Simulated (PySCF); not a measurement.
**HfO(OH)2: singlet, from a trigonal pyramidal start**

The task is one start of a wider search on HfO(OH)2: the singlet, from a trigonal pyramidal start. It is relaxed, tested by its Hessian and followed downhill if it is a saddle.

The runs use PySCF 2.14.0; PBE0, basis Hf def2-TZVP with ECP60, O def2-TZVP, H def2-TZVP, scalar-relativistic core potentials, no spin–orbit coupling, density fitting.

**1. The starting structure**

6 atoms, charge 0, spin multiplicity 1.

Bond lengths: Hf1–O2 1.850 Å, Hf1–O3 2.150 Å, Hf1–O4 2.150 Å, O3–H5 0.960 Å, O4–H6 0.960 Å. Angles: O2–Hf1–O3 99.8°, O2–Hf1–O4 99.8°, O3–Hf1–O4 99.8°, Hf1–O3–H5 130.0°, Hf1–O4–H6 130.0°.

```xyz
6
charge 0 multiplicity 1
Hf    0.0000    0.0000    0.0000
O     1.6335    0.0000    0.8685
O    -0.9492    1.6440    1.0094
O    -0.9492   -1.6440    1.0094
H    -0.5847    2.4836    1.2991
H    -1.8585   -1.7482    1.2991
```

**2. Finding the electronic state**

One driver script runs all steps and calls PySCF; scf.py shows how it sets up the SCF of each step. The optimiser is the driver's own. After this first run the driver tries any further starts and a stability analysis.

Contents of scf.py:

```python
from pyscf import gto, scf, dft
mol = gto.M(atom='''
Hf     0.000000     0.000000     0.000000
O      1.633500     0.000000     0.868500
O     -0.949200     1.644000     1.009400
O     -0.949200    -1.644000     1.009400
H     -0.584700     2.483600     1.299100
H     -1.858500    -1.748200     1.299100''',
    basis={'Hf': 'def2-TZVP', 'O': 'def2-TZVP', 'H': 'def2-TZVP'},
    ecp={'Hf': 'def2-TZVP'},
    charge=0, spin=0)
mf = dft.RKS(mol, xc='PBE0')
mf.grids.atom_grid = (50, 194)
aux = {'Hf': 'def2-universal-JKFIT', 'O': 'def2-universal-JKFIT', 'H': 'def2-universal-JKFIT'}
mf = mf.density_fit(auxbasis=aux)
mf.conv_tol = 1e-08
mf.diis_space = 10
mf.max_cycle = 60
mf.init_guess = 'minao'
mf.verbose = 4
mf.kernel()
```

Run with:

```
OMP_NUM_THREADS=4 python axn.py task.json out
```

After this run come: Trigonal pyramidal start, singlet: relaxation; Is it a minimum? Harmonic modes.

Before running it: what results should come out? Wanted: minimum; geometry; wavenumbers; dipole moment; highest occupied, lowest empty level; polar-tensor charge of Hf1; zero-point energy; atomisation energy.

As calculated:

| quantity | value |
| --- | --- |
| minimum | singlet, Cs |
| geometry | Hf–O 1.766 Å, Hf–O 1.962 Å (×2), O–H 0.956 Å (×2); H–O–Hf 134.0° (×2), O–Hf–O 111.6° (×2), O–Hf–O 114.4° |
| wavenumbers (cm⁻¹) | 110 (a'), 176 (a'), 202 (a''), 402 (a'), 415 (a''), 496 (a''), 519 (a'), 651 (a''), 657 (a'), 923 (a'), 3955 (a''), 3958 (a') |
| dipole moment | 3.47 D |
| highest occupied, lowest empty level | -7.91, -2.61 eV |
| polar-tensor charge of Hf1 | +2.29 e |
| zero-point energy | 74.5 kJ/mol |
| entropy at 298.15 K | 333.9 J/(mol K) |
| atomisation energy (no zero-point energy) | 2604 kJ/mol |

The trigonal pyramidal start (C1) ends in a minimum of Cs symmetry. In the infrared the band at 402 cm⁻¹ (a') leads. Other starts or spin states, not run here, may lie lower. Spin–orbit coupling, left out here, can matter for elements this heavy.
